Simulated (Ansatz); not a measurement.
# Ta2SiOF2: the cost of one run

Program: Ansatz 0.2.0. Level of theory: DFT PBE, scalar-relativistic, plane waves, PAW. These are calculated values, not measurements.

### Step 1. The structure to begin with

Symmetry: P-3m1, No. 164, trigonal system. Conventional cell: a = 3.517 Å, b = 3.517 Å, c = 7.525 Å, α = 90.00°, β = 90.00°, γ = 120.00°. Around Ta (site symmetry 3m) lie 3 F at 2.03 Å and 3 Si at 2.70 Å and 3 O at 2.83 Å. Around Si (site symmetry -3m) lie 6 Ta at 2.70 Å and 6 F at 2.73 Å. Around O (site symmetry -3m) lie 6 F at 2.80 Å and 6 Ta at 2.83 Å. F (site symmetry 3m) has 3 Ta at 2.03 Å as nearest neighbours.

Coordinates:

```cif
data_structure
_symmetry_space_group_name_H-M 'P-3m1'
_symmetry_Int_Tables_number 164
_cell_length_a 3.5167
_cell_length_b 3.5167
_cell_length_c 7.5248
_cell_angle_alpha 90.000
_cell_angle_beta 90.000
_cell_angle_gamma 120.000
_cell_volume 80.60
loop_
_atom_site_label
_atom_site_type_symbol
_atom_site_symmetry_multiplicity
_atom_site_Wyckoff_symbol
_atom_site_fract_x
_atom_site_fract_y
_atom_site_fract_z
_atom_site_occupancy
Ta1 Ta 2 d 0.66667 0.33333 0.76252 1
Si1 Si 1 a 0.00000 0.00000 0.00000 1
O1 O 1 b 0.00000 0.00000 0.50000 1
F1 F 2 d 0.66667 0.33333 0.24350 1
```

The cell is invented: species swapped into a database cell of SrEuP2Pt2 (P-3m1, No. 164), with O on the Sr sites, Si on the Eu sites, Ta on the P sites and F on the Pt sites. Lengths come from tabulated atomic sizes and are only a guess.

### Step 2. Probe: one point on a coarse mesh

File input.yaml:

```yaml
crystal:
  lattice:
    - [3.51674196, 0.0, 0.0]
    - [-1.75837098, 3.04558787, 0.0]
    - [0.0, 0.0, 7.52484192]
  atoms:
    - { symbol: Ta, position: [0.66666667, 0.33333333, 0.76252103] }
    - { symbol: Ta, position: [0.33333333, 0.66666667, 0.23747897] }
    - { symbol: Si, position: [0.0, 0.0, 0.0] }
    - { symbol: O, position: [0.0, 0.0, 0.5] }
    - { symbol: F, position: [0.66666667, 0.33333333, 0.24350201] }
    - { symbol: F, position: [0.33333333, 0.66666667, 0.75649799] }
basis:
  ecutwfc: 420
kpoints:
  mp_grid: { grid: [6, 6, 2] }
hamiltonian:
  xc: pbe
scf:
  occupations: { method: gaussian, width: 0.1 }
  lower_state_search: "off"
output:
  forces: true
  stress: true
  eigenvalues: true
```

The run is started by

```sh
> ansatz run input.yaml --threads 1 --pin off --max-ram 2560MiB --backend cpu --events-out ev --progress --plain --runs-dir out
```

What time and memory should one allow on 1 thread of AMD EPYC (Zen 3), shared host?

About 4.1 s, with a peak of 0.38 GiB.
